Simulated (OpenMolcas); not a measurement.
**Pd⁵⁺: CASSCF and CASPT2 terms and fine-structure levels**

Wanted: the level scheme of Pd⁵⁺ from active-space wave functions, then second-order correlation under several settings.

Program: OpenMolcas 26.06. Level of theory: state-averaged CASSCF and CASPT2, spin-orbit coupling by RASSI with atomic mean-field integrals. These are calculated values, not measurements, unless marked.

## (1) Starting point

```
Species                           : Pd⁵⁺ (palladium, Z = 46, 41 electrons)
Basis                             : ANO-R1 [6s4p3d1f], 40 functions
Scalar Hamiltonian                : X2C, finite nucleus
Inactive shells                   : 1s 2s 2p 3s 3p 3d 4s 4p
Active space                      : 5 electrons in 5 orbitals (4d)
Some configurations of this space : 4d⁵
Orbitals                          : optimised for each spin and parity, averaged over all roots
```

Outer shells as boxes (Hund's rule):

4d5
```
4d [↑ ][↑ ][↑ ][↑ ][↑ ]
```

The work runs as a chain of OpenMolcas steps in one folder; each step below is one input file. Labels, J, g values, rates, χT and fits are worked out afterwards by a script from the matrices that RASSI stores.

## (2) One- and two-electron integrals

Input file a.inp:

```
&GATEWAY
Coord
1

Pd 0.0 0.0 0.0
Basis=ANO-R1
Group=XYZ
NoMove
AngMom=0.0 0.0 0.0
AMFI
&SEWARD
```

## (3) Reference wave functions, sextets of even parity, 1 root

Input file a.inp:

```
&RASSCF
FileOrb=start.orb
Symmetry=1
Spin=6
nActEl=5 0 0
Inactive=9 9
Ras2=5 0
CIRoot=1 1 1
SDav=1
CIMx=300
Iter=120 100
PrWF=0.3
OrbListing=Nothing
MaxOrb=0
Atom
>>> COPY $Project.JobIph JOB001
```

start.orb holds the contracted functions of the basis, ordered by shell, or the orbitals of the step before.

## (4) CASSCF: quartets of even parity, 24 roots

Input file a.inp:

```
&RASSCF
FileOrb=start.orb
Symmetry=1
Spin=4
nActEl=5 0 0
Inactive=9 9
Ras2=5 0
CIRoot=24 24 1
SDav=24
CIMx=300
Iter=120 100
PrWF=0.3
OrbListing=Nothing
MaxOrb=0
Atom
>>> COPY $Project.JobIph JOB002
```

## (5) Reference wave functions, doublets of even parity, 75 roots

Input file a.inp:

```
&RASSCF
FileOrb=start.orb
Symmetry=1
Spin=2
nActEl=5 0 0
Inactive=9 9
Ras2=5 0
CIRoot=75 75 1
SDav=75
CIMx=300
Iter=120 100
PrWF=0.3
OrbListing=Nothing
MaxOrb=0
Atom
>>> COPY $Project.JobIph JOB003
```

## (6) State interaction with spin-orbit coupling

Input file a.inp:

```
&RASSI
NrOfJobIphs=3 1 24 75
1
1 2 3 4 5 6 7 8 9 10 11 12 13 14 15 16 17 18 19 20 21 22 23 24
1 2 3 4 5 6 7 8 9 10 11 12 13 14 15 16 17 18 19 20 21 22 23 24 25 26 27
28 29 30 31 32 33 34 35 36 37 38 39 40 41 42 43 44 45 46 47 48 49 50 51
52 53 54 55 56 57 58 59 60 61 62 63 64 65 66 67 68 69 70 71 72 73 74 75
IphNames
JOB001
JOB002
JOB003
EJob
SpinOrbit
DIPRint=1.0
SOCoupling=1000.0
Subsets=2
MEES
Property=10
'ANGMOM' 1 'ANGMOM' 2 'ANGMOM' 3 'MLTPL  1' 1 'MLTPL  1' 2 'MLTPL  1' 3
'AMFI' 1 'AMFI' 2 'AMFI' 3 'MLTPL  2' 6
SOProperty=3
'ANGMOM' 1 'ANGMOM' 2 'ANGMOM' 3
```

## (7) CASPT2: IPEA 0.25, imaginary shift 0.1 (closed shells correlated: 4s 4p)

Input file a.inp:

```
>>> COPY JOB001 $Project.JobIph
&CASPT2
Multistate=1 1
Frozen=8 6
IPEA=0.25
Imaginary=0.1
MaxIter=60
WThr=0.0 0.3 0.05
PrWF=0.5
NoMix
>>> COPY JOB002 $Project.JobIph
&CASPT2
Multistate=24 1 2 3 4 5 6 7 8 9 10 11 12 13 14 15 16 17 18 19 20 21 22
23 24
Frozen=8 6
IPEA=0.25
Imaginary=0.1
MaxIter=60
WThr=0.0 0.3 0.05
PrWF=0.5
NoMix
>>> COPY JOB003 $Project.JobIph
&CASPT2
Multistate=75 1 2 3 4 5 6 7 8 9 10 11 12 13 14 15 16 17 18 19 20 21 22
23 24 25 26 27 28 29 30 31 32 33 34 35 36 37 38 39 40 41 42 43 44 45 46
47 48 49 50 51 52 53 54 55 56 57 58 59 60 61 62 63 64 65 66 67 68 69 70
71 72 73 74 75
NoMult
Frozen=8 6
IPEA=0.25
Imaginary=0.1
MaxIter=60
WThr=0.0 0.3 0.05
PrWF=0.5
NoMix
```

## (8) CASPT2: IPEA 0.25, real shift 0.2 (closed shells correlated: 4s 4p)

a.inp, as its differences from that of step 7:

```diff
@@ -5,3 +5,3 @@
 IPEA=0.25
-Imaginary=0.1
+Shift=0.2
 MaxIter=60
@@ -16,3 +16,3 @@
 IPEA=0.25
-Imaginary=0.1
+Shift=0.2
 MaxIter=60
@@ -30,3 +30,3 @@
 IPEA=0.25
-Imaginary=0.1
+Shift=0.2
 MaxIter=60
```

(Steps that only read results are left out.)

**Question.** What will these runs give? Wanted: lowest level; first excited level; spin-orbit lowering of the lowest level; strongest of the lines computed, by gA.

The runs gave:

| quantity | value |
| --- | --- |
| method | SS-CASPT2, IPEA 0.25, imaginary shift 0.1 (closed shells correlated: 4s 4p) |
| lowest level | 4d⁵ ⁶S_5/2, 98 % of that term, g = 1.995 |
| ground level listed by NIST | 6S5/2 |
| first excited level | 4d⁵ ⁴G_5/2 at 3.750 eV |
| spin-orbit lowering of the lowest level | 0.0761 eV |
| strongest of the lines computed, by gA (one parity, so forbidden lines), at CASSCF energies | 4d⁵ ²G_9/2(2) → 4d⁵ ²I_13/2, 262.5 nm, A = 1.42e+01 s⁻¹ |

Cost and accuracy by method:

```csv
method,time of its own steps,time with the reference,mean absolute difference from method B (cm-1)
A. CASSCF,46 s,46 s,3900
"B. SS-CASPT2, IPEA 0.25, imaginary shift 0.1, +4s 4p",9.3 s,55 s,0
"C. SS-CASPT2, IPEA 0.25, real shift 0.2, +4s 4p",9.3 s,55 s,8.5
```

Times are of one thread on a shared host.

In words: Second-order correlation (method B) scales the levels of the lowest configuration above 5000 cm⁻¹ by 0.90 to 0.97. Only the configurations of the active space and the roots asked for are present. CASPT2 does not keep the components of a term degenerate, and the means are used. The basis is small and contracted for the neutral atom, so it is rough for this charge. Levels of other configurations are missing from the list.
